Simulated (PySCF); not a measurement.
**A diatomic session: Cs₂**

One table from this session's results is given with a row withheld; the runs are named, their logs left out.

The runs use PySCF 2.14.0; Cs def2-TZVPP with ECP46, scalar-relativistic core potentials.

The first run:

The job is set up so:

```json
{"atoms": "Cs, Cs", "charge": "0", "basis": "Cs def2-TZVPP with ECP46", "Hamiltonian": "scalar-relativistic core potentials", "basis functions": "72", "electrons treated": "18", "masses in u": "132.9054, 132.9054", "levels": "PBE0, PBE, r²SCAN, TPSSh, MN15, M06-2X, BHandHLYP, LC-ωPBE, HF, MP2, SCS-MP2, CCSD, CCSD(T)", "grid": "80 radial by 434 angular points", "occupations": "held fixed by the projection of orbital angular momentum", "dissociation limit": "Cs + Cs, each in its ground configuration", "starting distance in angstrom": "4.410", "values of 2S to try": "0, 2"}
```

Started as:

```console
$ OMP_NUM_THREADS=1 python dia.py task.json out
```

Steps of the session up to this table: Set-up; The PBE0 curve of the state that the search chose; Higher solutions at PBE0; PBE; r²SCAN; TPSSh (hybrid meta-GGA); MN15 (hybrid meta-GGA); M06-2X (hybrid meta-GGA); BHandHLYP (global hybrid GGA); LC-ωPBE; RHF; Correlated methods on the Hartree–Fock reference.

One table of the session follows, with a row left open; its other results are not shown here.

Energy (eV) from each level's lowest point:

| R (Å) | RHF | RHF-MP2 | RHF-SCS-MP2 | RHF-CCSD | RHF-CCSD(T) |
| --- | --- | --- | --- | --- | --- |
| 4.097 | 0.216 | 0.078 | 0.095 | n/a | n/a |
| 4.288 | 0.130 | 0.029 | 0.040 | 0.053 | 0.051 |
| 4.478 | 0.069 | 0.005 | 0.009 | 0.017 | 0.017 |
| 4.621 | 0.037 | 0.000 | 0.000 | 0.004 | 0.004 |
| 4.764 | 0.015 | 0.005 | 0.000 | 0.000 | 0.000 |
| 4.907 | 0.003 | 0.018 | 0.009 | 0.004 | 0.004 |
| 5.098 | 0.000 | 0.045 | 0.031 | 0.020 | 0.018 |
| 5.336 | ? | ? | ? | ? | ? |
| 5.622 | 0.045 | 0.157 | 0.129 | 0.100 | 0.089 |
| 6.003 | 0.109 | 0.254 | 0.219 | n/a | n/a |

Q: Estimate the row for R (Å) = 5.336 from the others.

Worked estimate for «RHF». A straight line through the neighbours (5.098, 0.000) and (5.622, 0.045) gives 0.000 + (0.045 − 0.000) × (5.336 − 5.098) / (5.622 − 5.098) = 0.020; a parabola fitted to 4 rows on both sides gives 0.014.

The run gave: RHF: 0.012; RHF-MP2: 0.091; RHF-SCS-MP2: 0.070; RHF-CCSD: 0.051; RHF-CCSD(T): 0.046. In «RHF» the line misses by +0.008 and the parabola by +0.002.
